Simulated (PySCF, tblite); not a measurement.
**C4H10F3PSi2: geometry, infrared bands and NMR shifts**

Wanted: the infrared bands and NMR shifts of C4H10F3PSi2 (`F[SiH2]P[SiH2][C@H]1C[C@H]1C(F)F`), by calculation.

Computed with tblite 0.8.0 and PySCF 2.14.0, with density-fitted response routines of our own, on a single molecule in the gas phase. Atoms count from 0, in the outputs and in this text.

## Step 1: The molecule as given

20 atoms, charge 0, multiplicity 1; geometry from: force field or distance geometry start.

Bonds of the start (Å): F0–Si1 1.69, Si1–P2 2.18, P2–Si3 2.20, Si3–C4 1.83, C4–C5 1.53, C5–C6 1.52, C6–C7 1.48, C7–F8 1.38, C7–F9 1.37, C6–C4 1.48, Si1–H10 1.48, Si1–H11 1.46, P2–H12 1.46, Si3–H13 1.44, Si3–H14 1.49, C4–H15 1.11, C5–H16 1.11, C5–H17 1.11, C6–H18 1.12, C7–H19 1.11.

## Step 2: Relaxing the molecule with GFN2-xTB

What the job is given:

```
{"job": {"kind": "relax", "xc": "GFN2-xTB", "basis": "xTB"}, "charge": 0, "multiplicity": 1}
F      4.890300     1.649500     0.067900
Si     4.029200     0.378200    -0.628300
P      2.010300     1.014100    -1.140000
Si     0.475500     0.271800     0.248500
C     -0.892900    -0.450200    -0.733800
C     -1.524100    -1.669200    -0.052400
C     -2.326400    -0.427400    -0.384400
C     -2.910100     0.423900     0.681900
F     -2.656000     1.738300     0.328200
F     -2.434300     0.239000     1.950700
H      4.051100    -0.783900     0.281500
H      4.715900    -0.035900    -1.852400
H      1.905300     2.460400    -1.277000
H      0.105400     1.338800     1.149300
H      1.060300    -0.844200     1.043200
H     -0.667900    -0.588500    -1.806900
H     -1.200400    -1.844900     0.993900
H     -1.584100    -2.533000    -0.744500
H     -3.038500    -0.618100    -1.226100
H     -4.013800     0.292000     0.688000
```

The run is started by

```sh
$ OMP_NUM_THREADS=1 python probes_run.py task.json out
```

One launch serves the whole session: the jobs run in the order shown.

**Question.** This job is followed by: GFN2-xTB harmonic vibrations, gas phase; GIAO PBE0/pcSseg-1 NMR shielding, non-relativistic, gas phase. What will the session give for the following? strongest single infrared mode (GFN2-xTB); zero-point energy (GFN2-xTB); 13C shifts against TMS (PBE0/pcSseg-1); 1H shifts against TMS (PBE0/pcSseg-1); 19F shifts against CFCl3 (PBE0/pcSseg-1); 29Si shifts against TMS (PBE0/pcSseg-1); 31P shifts against H3PO4 (PBE0/pcSseg-1).

The runs gave:

| quantity | value |
| --- | --- |
| strongest single infrared mode (GFN2-xTB) | 738 cm⁻¹, 313 km/mol |
| zero-point energy (GFN2-xTB) | 80.6 kcal/mol |
| 13C shifts against TMS (PBE0/pcSseg-1) | 122.2, 22.3, 12.2, -0.2 ppm |
| 1H shifts against TMS (PBE0/pcSseg-1) | 6.59, 5.80, 5.59, 4.85, 4.68, 1.48, 1.11, 1.04, 0.75, 0.14 ppm |
| 19F shifts against CFCl3 (PBE0/pcSseg-1) | -130.4, -149.3, -217.5 ppm |
| 29Si shifts against TMS (PBE0/pcSseg-1) | 14.5, -40.7 ppm |
| 31P shifts against H3PO4 (PBE0/pcSseg-1) | -288.9 ppm |

What this shows: Over 218 steps the energy fell by 0.963 eV; of the close pairs, P2–H12 changed most, 1.457 to 1.378 Å. All 54 modes are real, so the xTB geometry is a minimum. The strongest single mode, at 738 cm⁻¹, moves mainly H11 and H10. Unscaled tight-binding wavenumbers are off by several per cent, some by more. Its intensities can rank the bands wrongly. The most deshielded hydrogen is H19 (hydrogen on an sp3 CH bonded to 2 F), at 6.59 ppm: its carbon carries F, an electronegative neighbour.
